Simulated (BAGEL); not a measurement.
# GaClF (SMILES [F][Ga][Cl]) at UHF/6-31G(d) (density fitting with qzvpp-jkfit, spherical functions)

What is the energy change on altering one bond length of GaClF at UHF/6-31G* (density fitting with qzvpp-jkfit, spherical functions)? 

The results are computed with BAGEL 1.2.2.

4 further runs of the same task are left out: 2 that didn't finish, 2 set aside as unsound or not needed. Runs told in other sessions of the task aren't counted.

## (1) The structure to begin with

GaClF: 3 atoms, total charge 0, spin state doublet. SMILES: `[F][Ga][Cl]`. Geometry: relaxed at PBE0-D4/def2-TZVP.

Bond lengths: F1–Ga2 1.758 Å, Ga2–Cl3 2.157 Å. Angles: F1–Ga2–Cl3 117.7°.

## (2) A single-point energy at UHF/6-31G(d) (density fitting with qzvpp-jkfit, spherical functions)

Contents of input.json:

```json
{ "bagel": [

{
  "title": "molecule",
  "basis": "6-31gs.json",
  "df_basis": "qzvpp-jkfit",
  "angstrom": true,
  "geometry": [
    { "atom": "F", "xyz": [   -1.421100,    0.295900,   -0.754800 ] },
    { "atom": "Ga", "xyz": [    0.066400,    0.649600,    0.112200 ] },
    { "atom": "Cl", "xyz": [    1.343900,   -1.010300,    0.629300 ] }
  ]
},
{
  "title": "uhf",
  "charge": 0,
  "nopen": 1
},
{
  "title": "print",
  "file": "orbitals.molden",
  "orbitals": true
}

]}
```

The basis set 6-31G* is read from a file made from the Basis Set Exchange's data (not shown).

The run is started by

```bash
$ BAGEL_NUM_THREADS=1 BAGEL input.json > input.out
```

Standard output:

```text
* using 1 threads per process

  ===============================================================
  ===============================================================

  *** Geometry ***

  { "atom" : "F", "xyz" : [     -2.685490,      0.559170,     -1.426365 ] },
  { "atom" : "Ga", "xyz" : [      0.125478,      1.227566,      0.212027 ] },
  { "atom" : "Cl", "xyz" : [      2.539603,     -1.909190,      1.189205 ] },

  Number of auxiliary basis functions:      471

  Since a DF basis is specified, we compute 2- and 3-index integrals:
    o Being stored without compression. Storage requirement is 0.015 GB

  Number of basis functions:       64
  Number of electrons      :       57

    * METHOD: MOLECULE                             0.15

  *** Open-shell HF ***

  === Nuclear Repulsion ===
   237.3786790534

      * DIIS with orbital gradients will be used.

  === UHF iteration (6-31gs.json) ===
      0      -2481.76643029          0.04270419           0.08
      1      -2481.87178122          0.03349878           0.08
      2      -2481.92002873          0.02326819           0.08
      3      -2481.96055344          0.00123703           0.07
      4      -2481.96124953          0.00065130           0.08
      5      -2481.96149110          0.00021412           0.07
      6      -2481.96153284          0.00008219           0.07
      7      -2481.96153990          0.00003276           0.08
      8      -2481.96154270          0.00001297           0.08
      9      -2481.96154319          0.00000676           0.08
     10      -2481.96154332          0.00000222           0.08
     11      -2481.96154333          0.00000073           0.07
     12      -2481.96154333          0.00000029           0.08
     13      -2481.96154333          0.00000015           0.08
     14      -2481.96154333          0.00000007           0.07
     15      -2481.96154333          0.00000004           0.08
     16      -2481.96154333          0.00000002           0.07
     17      -2481.96154333          0.00000001           0.07
    * SCF iteration converged.

    * S^2 (UHF) is 0.7561

    * Permanent dipole moment:
           (   -0.287633,    -0.921892,    -0.266531) a.u.

    * METHOD: UHF                                  1.50

    * METHOD: PRINT                                0.00

  ===============================================================
```

Wall time 1.8 s (1 thread of Intel Xeon 6975P-C (Granite Rapids), shared host).

## (3) The distorted shape

Contents of input.json:

```json
{ "bagel": [

{
  "title": "molecule",
  "basis": "6-31gs.json",
  "df_basis": "qzvpp-jkfit",
  "angstrom": true,
  "geometry": [
    { "atom": "F", "xyz": [      -1.644195,       0.242852,      -0.884833 ] },
    { "atom": "Ga", "xyz": [       0.066400,       0.649600,       0.112200 ] },
    { "atom": "Cl", "xyz": [       1.343900,      -1.010300,       0.629300 ] }
  ]
},

{
  "title": "uhf",
  "nopen": 1
},

{
  "title": "print",
  "file": "orbitals.molden",
  "orbitals": true
}

]}
```

The basis set 6-31G* is read from a file made from the Basis Set Exchange's data (not shown).

The run is started by

```bash
$ BAGEL_NUM_THREADS=1 BAGEL input.json > input.out
```

Standard output:

```text
* using 1 threads per process

  ===============================================================
  ===============================================================

  *** Geometry ***

  { "atom" : "F", "xyz" : [     -3.107078,      0.458924,     -1.672092 ] },
  { "atom" : "Ga", "xyz" : [      0.125478,      1.227566,      0.212027 ] },
  { "atom" : "Cl", "xyz" : [      2.539603,     -1.909190,      1.189205 ] },

  Number of auxiliary basis functions:      471

  Since a DF basis is specified, we compute 2- and 3-index integrals:
    o Being stored without compression. Storage requirement is 0.015 GB

  Number of basis functions:       64
  Number of electrons      :       57

    * METHOD: MOLECULE                             0.20

  *** Open-shell HF ***

  === Nuclear Repulsion ===
   224.9407986617

      * DIIS with orbital gradients will be used.

  === UHF iteration (6-31gs.json) ===
      0      -2481.70590894          0.04462979           0.08
      1      -2481.79725048          0.04019951           0.08
      2      -2481.86266260          0.02925230           0.07
      3      -2481.93268538          0.00153592           0.08
      4      -2481.93384199          0.00079249           0.08
      5      -2481.93417744          0.00034440           0.08
      6      -2481.93429913          0.00014987           0.08
      7      -2481.93432473          0.00007707           0.07
      8      -2481.93433801          0.00003870           0.08
      9      -2481.93434296          0.00002011           0.08
     10      -2481.93434509          0.00000821           0.08
     11      -2481.93434542          0.00000498           0.08
     12      -2481.93434552          0.00000337           0.08
     13      -2481.93434556          0.00000143           0.07
     14      -2481.93434557          0.00000062           0.08
     15      -2481.93434557          0.00000022           0.08
     16      -2481.93434557          0.00000011           0.08
     17      -2481.93434557          0.00000006           0.08
     18      -2481.93434557          0.00000004           0.08
     19      -2481.93434557          0.00000002           0.08
     20      -2481.93434557          0.00000002           0.08
     21      -2481.93434557          0.00000001           0.08
     22      -2481.93434557          0.00000001           0.08
    * SCF iteration converged.

    * S^2 (UHF) is 0.7621

    * Permanent dipole moment:
           (   -0.759518,    -0.974152,    -0.534628) a.u.

    * METHOD: UHF                                  1.94

    * METHOD: PRINT                                0.00

  ===============================================================
```

Run time: 2.3 s. Hardware: 1 thread of Intel Xeon 6975P-C (Granite Rapids), shared host.

## (4) Results

Level: UHF/6-31G* (density fitting with qzvpp-jkfit, spherical functions).

```
                                                          quantity           value
                                         first shape: total energy  -2481.96154 Eh
                                        first shape: dipole moment          2.55 D
                                                 first shape: ⟨S²⟩           0.756
                                     distorted shape: total energy  -2481.93435 Eh
                                    distorted shape: dipole moment          3.42 D
                                             distorted shape: ⟨S²⟩           0.762
energy change with the F1–Ga2 bond stretched from 1.758 to 2.021 Å        0.740 eV
```

What this shows: With the F1–Ga2 bond stretched from 1.758 to 2.021 Å the energy rises by 0.74 eV (17.1 kcal/mol). The first shape isn't relaxed at this level, so the change isn't measured from a minimum.
